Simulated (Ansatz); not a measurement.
# Pt: energy and stress against strain

The task, for Pt: strain the cell along the Voigt pattern (0, 0, 0, 0, 0, 1).

Program: Ansatz 0.2.0. Level of theory: DFT r2SCAN, scalar-relativistic, plane waves, PAW. These are calculated values, not measurements.

**1. The structure to begin with**

The structure is cubic, space group Im-3m (No. 229). The conventional cell has a = 3.168 Å, b = 3.168 Å, c = 3.168 Å, α = 90.00°, β = 90.00°, γ = 90.00°. Pt (site symmetry m-3m) has 8 Pt at 2.74 Å in its first shell of neighbours.

Coordinates:

```
CELL_PARAMETERS angstrom
-1.58422 1.58422 1.58422
1.58422 -1.58422 1.58422
1.58422 1.58422 -1.58422
ATOMIC_POSITIONS crystal
Pt 0.00000 0.00000 0.00000
```

It goes back to an entry of the Materials Project, which need not be the stable form.

The cell is taken as given, not relaxed at this level.

**2. The reference cell**

The reference gives a free energy of -12536.6894 eV, pressure -6.49 GPa, largest force 0.000 eV/Å and gap on the mesh none (metal). It was computed beforehand with the settings of the runs below.

**3. The scan: energy and stress against strain**

The cell is strained by ε times the Voigt pattern (0, 0, 0, 0, 0, 1) (xx, yy, zz, yz, xz, xy; engineering shear), with fractional coordinates fixed (clamped ions). The stress on the pattern is the sum of the stress components weighted by it, tension positive.

**4. ε = -0.0200**

input.yaml

```yaml
crystal:
  lattice:
    - [-1.6000622, 1.6000622, 1.58422]
    - [1.6000622, -1.6000622, 1.58422]
    - [1.5683778, 1.5683778, -1.58422]
  atoms:
    - { symbol: Pt, position: [0.0, 0.0, 0.0] }
basis:
  ecutwfc: 500
kpoints:
  mp_grid: { grid: [22, 22, 22] }
hamiltonian:
  xc: r2scan
scf:
  occupations: { method: gaussian, width: 0.15 }
output:
  forces: true
  stress: true
  eigenvalues: true
```

Launch:

```console
ansatz run input.yaml --threads 1 --pin off --max-ram 2560MiB --backend cpu --events-out ev --progress --plain --runs-dir out
```

**5. At ε = 0.0150**

Edit input.yaml of step 4 so:

```diff
@@ -2,5 +2,5 @@
   lattice:
-    - [-1.6000622, 1.6000622, 1.58422]
-    - [1.6000622, -1.6000622, 1.58422]
-    - [1.5683778, 1.5683778, -1.58422]
+    - [-1.57233835, 1.57233835, 1.58422]
+    - [1.57233835, -1.57233835, 1.58422]
+    - [1.59610165, 1.59610165, -1.58422]
   atoms:
```

**6. At ε = -0.0100**

Edit input.yaml of step 5 so:

```diff
@@ -2,5 +2,5 @@
   lattice:
-    - [-1.57233835, 1.57233835, 1.58422]
-    - [1.57233835, -1.57233835, 1.58422]
-    - [1.59610165, 1.59610165, -1.58422]
+    - [-1.5921411, 1.5921411, 1.58422]
+    - [1.5921411, -1.5921411, 1.58422]
+    - [1.5762989, 1.5762989, -1.58422]
   atoms:
```

**7. Point ε = 0.0050**

Edit input.yaml of step 6 so:

```diff
@@ -2,5 +2,5 @@
   lattice:
-    - [-1.5921411, 1.5921411, 1.58422]
-    - [1.5921411, -1.5921411, 1.58422]
-    - [1.5762989, 1.5762989, -1.58422]
+    - [-1.58025945, 1.58025945, 1.58422]
+    - [1.58025945, -1.58025945, 1.58422]
+    - [1.58818055, 1.58818055, -1.58422]
   atoms:
```

**8. ε = 0.0175**

Edit input.yaml of step 7 so:

```diff
@@ -2,5 +2,5 @@
   lattice:
-    - [-1.58025945, 1.58025945, 1.58422]
-    - [1.58025945, -1.58025945, 1.58422]
-    - [1.58818055, 1.58818055, -1.58422]
+    - [-1.570358075, 1.570358075, 1.58422]
+    - [1.570358075, -1.570358075, 1.58422]
+    - [1.598081925, 1.598081925, -1.58422]
   atoms:
```

**9. At ε = 0.0125**

Edit input.yaml of step 8 so:

```diff
@@ -2,5 +2,5 @@
   lattice:
-    - [-1.570358075, 1.570358075, 1.58422]
-    - [1.570358075, -1.570358075, 1.58422]
-    - [1.598081925, 1.598081925, -1.58422]
+    - [-1.574318625, 1.574318625, 1.58422]
+    - [1.574318625, -1.574318625, 1.58422]
+    - [1.594121375, 1.594121375, -1.58422]
   atoms:
```

**10. At ε = 0.0075**

Edit input.yaml of step 9 so:

```diff
@@ -2,5 +2,5 @@
   lattice:
-    - [-1.574318625, 1.574318625, 1.58422]
-    - [1.574318625, -1.574318625, 1.58422]
-    - [1.594121375, 1.594121375, -1.58422]
+    - [-1.578279175, 1.578279175, 1.58422]
+    - [1.578279175, -1.578279175, 1.58422]
+    - [1.590160825, 1.590160825, -1.58422]
   atoms:
```

**11. At ε = 0.0025**

Edit input.yaml of step 10 so:

```diff
@@ -2,5 +2,5 @@
   lattice:
-    - [-1.578279175, 1.578279175, 1.58422]
-    - [1.578279175, -1.578279175, 1.58422]
-    - [1.590160825, 1.590160825, -1.58422]
+    - [-1.582239725, 1.582239725, 1.58422]
+    - [1.582239725, -1.582239725, 1.58422]
+    - [1.586200275, 1.586200275, -1.58422]
   atoms:
```

(Steps that only read results are left out.)

Q: Predict the outcome of this session. Wanted: slope of the stress at ε = 0, from the points at -0.0100, 0 and 0.0025.

The runs gave:

```
                                                              quantity    value
slope of the stress at ε = 0, from the points at -0.0100, 0 and 0.0025  141 GPa
```

**Reading.** The slope of the stress at zero strain, 141 GPa, estimates C66 with clamped ions in this Cartesian frame. The reference stands under -6.5 GPa, so this is no zero-stress constant. No sampled point lies below the undisturbed cell. The runs treat Pt without spin-orbit coupling.
